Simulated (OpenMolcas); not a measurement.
# Cr²⁺ among point charges: CASSCF levels and susceptibility, part 2 of 2

How does a field of 5 point charges split the states of Cr²⁺, and what χT follows?

OpenMolcas 26.06; ANO-RCC-VDZP, DKH2, active space 4 electrons in 5 orbitals (3d), orbitals: per spin and parity. Surroundings: 5 point charges of -2.6 e arranged as a trigonal bipyramid (D3h), 1.63 Å from the ion, with the axial distance 1.777 Å. The active orbitals were held to one l. Earlier steps stand in the parts before.

### Step 6. RASSI: spin-orbit coupling between the states

The input, a.inp:

```
&RASSI
NrOfJobIphs=3 5 45 50
1 2 3 4 5
1 2 3 4 5 6 7 8 9 10 11 12 13 14 15 16 17 18 19 20 21 22 23 24 25 26 27
28 29 30 31 32 33 34 35 36 37 38 39 40 41 42 43 44 45
1 2 3 4 5 6 7 8 9 10 11 12 13 14 15 16 17 18 19 20 21 22 23 24 25 26 27
28 29 30 31 32 33 34 35 36 37 38 39 40 41 42 43 44 45 46 47 48 49 50
IphNames
JOB001
JOB002
JOB003
EJob
SpinOrbit
DIPRint=1.0
SOCoupling=1000.0
Subsets=2
Property=9
'ANGMOM' 1 'ANGMOM' 2 'ANGMOM' 3 'MLTPL  1' 1 'MLTPL  1' 2 'MLTPL  1' 3
'AMFI' 1 'AMFI' 2 'AMFI' 3
SOProperty=3
'ANGMOM' 1 'ANGMOM' 2 'ANGMOM' 3
```

Log:

```text
SPIN-FREE ENERGIES:
  (Shifted by EMIN (a.u.) =      -1057.1296557375)

 SF State       Relative EMIN(au)   Rel lowest level(eV)    D:o, cm**(-1)      L_eff

     1             0.0000000000        0.0000000000              0.0000         2.0
     2             0.0366595933        0.9975583518           8045.8507         2.0
     3             0.0366596368        0.9975595379           8045.8603         2.0
     6             0.0536803558        1.4607168964          11781.4763         4.4
     7             0.0536803558        1.4607168964          11781.4763         4.4
     8             0.0573717826        1.5611657364          12591.6508         3.2
     9             0.0573717862        1.5611658327          12591.6516         3.2
     4             0.0761372445        2.0717999677          16710.1937         2.0
     5             0.0761372458        2.0718000037          16710.1940         2.0
    51             0.0804921811        2.1903038287          17665.9918         4.8
    11             0.0891925125        2.4270519086          19575.4938         4.8
    10             0.0891925125        2.4270519086          19575.4938         4.8
    52             0.0938861125        2.5547712709          20605.6199         4.3
    53             0.0938861125        2.5547712709          20605.6199         4.3
    12             0.0953407218        2.5943532059          20924.8698         3.9
    13             0.0953407250        2.5943532932          20924.8705         3.9
    14             0.0987878609        2.6881546395          21681.4294         2.0
    54             0.1065001484        2.8980166740          23374.0808         5.3
    55             0.1065001558        2.8980168755          23374.0824         5.3
    15             0.1096045792        2.9824925402          24055.4246         4.2
    16             0.1103922985        3.0039274720          24228.3090         3.7
    56             0.1214247268        3.3041351409          26649.6472         6.0
    57             0.1214247268        3.3041351409          26649.6472         6.0
    17             0.1285465962        3.4979310811          28212.7168         4.1
    18             0.1285466360        3.4979321638          28212.7256         4.1
    20             0.1311426308        3.5685727809          28782.4806         4.2
    19             0.1311426308        3.5685727809          28782.4806         4.2
    21             0.1371974761        3.7333335128          30111.3655         3.9
    22             0.1371974804        3.7333336310          30111.3664         3.9
    58             0.1402626039        3.8167398917          30784.0833         4.1
    59             0.1402626596        3.8167414070          30784.0955         4.1
    60             0.1472476333        4.0068122234          32317.1200         5.1
    61             0.1472476333        4.0068122234          32317.1200         5.1
    62             0.1476092009        4.0166509783          32396.4749         2.3
    63             0.1494214338        4.0659643492          32794.2141         5.1
    64             0.1494214852        4.0659657470          32794.2254         5.1
    23             0.1588980383        4.3238358952          34874.0884         2.3
    24             0.1592562941        4.3335845301          34952.7164         3.1
    25             0.1592563416        4.3335858225          34952.7269         3.1
    26             0.1612185444        4.3869800805          35383.3806         5.0
Eigenvalues of complex Hamiltonian:
   -----------------------------------
  (Shifted by EMIN (a.u.) =      -1057.1296557375)

 SO State       Relative EMIN(au)   Rel lowest level(eV)    D:o, cm**(-1)     J-value

     1            -0.0000650906        0.0000000000              0.0000         2.9
     2            -0.0000576434        0.0002026504              1.6345         2.8
     3            -0.0000576434        0.0002026500              1.6345         2.8
     4            -0.0000354369        0.0008069175              6.5082         2.3
     5            -0.0000354369        0.0008069175              6.5082         2.3
     6             0.0354107813        0.9653476524           7786.0539         1.5
     7             0.0354113221        0.9653623685           7786.1726         1.5
     8             0.0360194029        0.9819090909           7919.6309         2.2
     9             0.0360194029        0.9819090905           7919.6309         2.2
    10             0.0365966362        0.9976164093           8046.3190         2.3
    11             0.0365966798        0.9976175946           8046.3285         2.3
    12             0.0371452303        1.0125444150           8166.7215         2.2
    13             0.0371452303        1.0125444150           8166.7215         2.2
    14             0.0376680377        1.0267707292           8281.4644         1.6
    15             0.0376680377        1.0267707292           8281.4644         1.6
    16             0.0531078881        1.4469104631          11670.1199         3.5
    17             0.0531078884        1.4469104694          11670.1200         3.5
    18             0.0536414810        1.4614302640          11787.2300         3.6
    19             0.0536414810        1.4614302640          11787.2300         3.6
    20             0.0543021199        1.4794071649          11932.2235         3.5
    21             0.0543021199        1.4794071649          11932.2235         3.5
    22             0.0558822365        1.5224043270          12279.0190         3.2
    23             0.0560244773        1.5262748973          12310.2372         3.2
    24             0.0573889609        1.5634043862          12609.7068         3.3
    25             0.0573889644        1.5634044822          12609.7075         3.3
    26             0.0588188072        1.6023124869          12923.5218         3.2
    27             0.0588188074        1.6023124935          12923.5218         3.2
    28             0.0756108993        2.0592485916          16608.9600         2.2
    29             0.0756108993        2.0592485916          16608.9600         2.2
    30             0.0758517073        2.0658013095          16661.8112         2.7
    31             0.0758713514        2.0663358541          16666.1226         2.7
    32             0.0760926001        2.0723563376          16714.6811         2.9
    33             0.0760926014        2.0723563736          16714.6814         2.9
    34             0.0763029022        2.0780789497          16760.8371         2.7
    35             0.0763029022        2.0780789490          16760.8371         2.7
    36             0.0764926663        2.0832426925          16802.4855         2.2
    37             0.0764926663        2.0832426925          16802.4855         2.2
    38             0.0805400525        2.1933776831          17690.7841         4.8
    39             0.0888833848        2.4204113201          19521.9338         3.2
    40             0.0888833848        2.4204113201          19521.9338         3.2
    41             0.0891565380        2.4278441985          19581.8841         3.3
Weights of the five most important spin-orbit-free states for each spin-orbit state.

 SO State  Total energy (au)           Spin-free states, spin, and weights
 -------------------------------------------------------------------------------------------------------
    1        -0.000065       1 2.0  0.9993   14 1.0  0.0003    4 2.0  0.0001    5 2.0  0.0001    8 1.0  0.0001
    2        -0.000058       1 2.0  0.9993   14 1.0  0.0002    5 2.0  0.0002    9 1.0  0.0001    4 2.0  0.0000
    3        -0.000058       1 2.0  0.9993   14 1.0  0.0002    4 2.0  0.0002    8 1.0  0.0001    5 2.0  0.0000
    4        -0.000035       1 2.0  0.9996    8 1.0  0.0001    9 1.0  0.0001    5 2.0  0.0000    4 2.0  0.0000
    5        -0.000035       1 2.0  0.9996    8 1.0  0.0001    9 1.0  0.0001    5 2.0  0.0000    4 2.0  0.0000
    6         0.035411       2 2.0  0.4973    3 2.0  0.4973    8 1.0  0.0025    9 1.0  0.0025    5 2.0  0.0001
    7         0.035411       2 2.0  0.4973    3 2.0  0.4973    8 1.0  0.0025    9 1.0  0.0025    5 2.0  0.0001
    8         0.036019       2 2.0  0.4987    3 2.0  0.4986    8 1.0  0.0023    4 2.0  0.0002   37 1.0  0.0000
    9         0.036019       2 2.0  0.4987    3 2.0  0.4986    9 1.0  0.0023    5 2.0  0.0002   36 1.0  0.0000
   10         0.036597       2 2.0  0.9979    6 1.0  0.0005    7 1.0  0.0005    8 1.0  0.0004    9 1.0  0.0004
   11         0.036597       3 2.0  0.9979    7 1.0  0.0005    6 1.0  0.0005    8 1.0  0.0004    9 1.0  0.0004
   12         0.037145       3 2.0  0.4984    2 2.0  0.4984    7 1.0  0.0014    6 1.0  0.0014    5 2.0  0.0001
```

These steps: 24 s of run time, 1 thread of Arm Neoverse V1, shared host.

Spin-free states, with their symmetry labels:

| state | degeneracy | E (cm-1) | free-ion L (%) |
| --- | --- | --- | --- |
| 5A1 | 1 | 0 | D (100) |
| 5E | 2 | 8046 | D (100) |
| triplet | 2 | 11781 | H (65) |
| 3E | 2 | 12592 | P (34) |
| 5E | 2 | 16710 | D (100) |
| 1A1 | 1 | 17666 | I (58) |
| 3E | 2 | 19575 | H (83) |
| singlet | 2 | 20606 | G (77) |
| 3E | 2 | 20925 | F (47) |
| 3A2 | 1 | 21681 | P (70) |
| 1E | 2 | 23374 | I (72) |
| 3A2 | 1 | 24055 | H (57) |
| 3A1 | 1 | 24228 | G (86) |
| singlet | 2 | 26650 | I (100) |
| 3E | 2 | 28213 | H (44) |
| 3E | 2 | 28782 | G (83) |
| 3E | 2 | 30111 | G (37) |
| 1E | 2 | 30784 | G (81) |
| 1E | 2 | 32317 | I (52) |
| 1A1 | 1 | 32396 | D (36) |
| 1E | 2 | 32794 | I (66) |
| 3A1 | 1 | 34874 | D (86) |
| 3E | 2 | 34953 | G (45) |
| 3E | 2 | 35383 | H (100) |

With spin-orbit coupling:

```tsv
E (cm-1)	Degeneracy	Label	2S+1	g
0.0	1	A1	5	
1.6	2	E	5	0.00 0.00 4.00
6.5	2	E	5	0.00 0.00 8.01
7786	1	A1	5	
7786	1	A2	5	
7920	2	E	5	
8046	2	E	5	0.00 0.00 4.00
8167	2		5	0.00 0.00 8.00
8281	2	E	5	0.00 0.00 12.00
11670	2	E	3	0.00 0.00 2.00
11787	2		3	0.00 0.00 6.01
11932	2	E	3	0.00 0.00 10.02
12279	1	A1	3	
12310	1	A2	3	
12610	2	E	3	0.00 0.00 2.00
12924	2	E	3	0.00 0.00 6.00
16609	2	E	5	0.00 0.00 6.00
16662	1	A1	5	
16666	1	A2	5	
16715	2	E	5	0.00 0.00 2.00
16761	2	E	5	0.00 0.00 6.00
16802	2		5	0.00 0.00 10.00
17691	1	A1	1	
19522	2		3	0.00 0.00 4.08
```

The table of states holds 24 of 58 computed; the rest, higher up, is left out. Labels of spin-orbit levels are those of the rotation subgroup (D3 for D3h). Principal g values are given for doublets only; a zero marks a field direction without first-order Zeeman splitting.

Powder χT (cm³ K/mol): 2.53 at 2 K, 2.84 at 5 K, 2.92 at 10 K, 2.95 at 20 K, 2.96 at 50 K, 2.97 at 100 K, 2.97 at 150 K, 2.98 at 200 K, 2.98 at 250 K, 2.98 at 300 K.

Orbitals of the lowest block (energies include the constant potential of the surroundings):

| shell | space | energy (hartree) | mean occupation | ⟨r²⟩ (bohr²) |
| --- | --- | --- | --- | --- |
| 1s | inactive | -218.8625 | 2.000 | 0.00539 |
| 2s | inactive | -23.4219 | 2.000 | 0.100 |
| 2p | inactive | -19.0592 | 6.000 | 0.0824 |
| 3s | inactive | -0.1713 | 2.000 | 0.927 |
| 3p | inactive | 1.1217 | 6.000 | 1.08 |
| 3d | RAS2 |  | 4.000 | 2.16 |

### Step 7. Outcome

What follows sums up all 2 parts.

| quantity | value |
| --- | --- |
| method | CASSCF |
| spin-free ground state | 5A1, 1-fold in its orbital part |
| first state of the same spin within the active space | 5E at 8050 cm⁻¹ |
| lowest level | 1-fold A1 |
| next level | 1.6 cm⁻¹ |
| χT at 300 K | 2.98 cm³ K/mol |
| effective moment at 300 K | 4.88 μB |

What this shows: The spin-free ground state (5A1) comes to 100 % from free-ion D terms and keeps the highest spin of the shell. χT at 300 K is 2.98, against 3.01 cm³ K/mol for the spin alone; near agreement at one temperature doesn't show that the orbital moment is quenched. An active space of the d shell alone favours high spin; real ions in strong fields can be low spin. The field of point charges can differ much from that of real complexes. With metal d orbitals alone active, the gaps between spin states are rough; where two lie within a few thousand cm-1, their order is open. Point charges carry no covalency, so the field is a model and not that of real ligands.
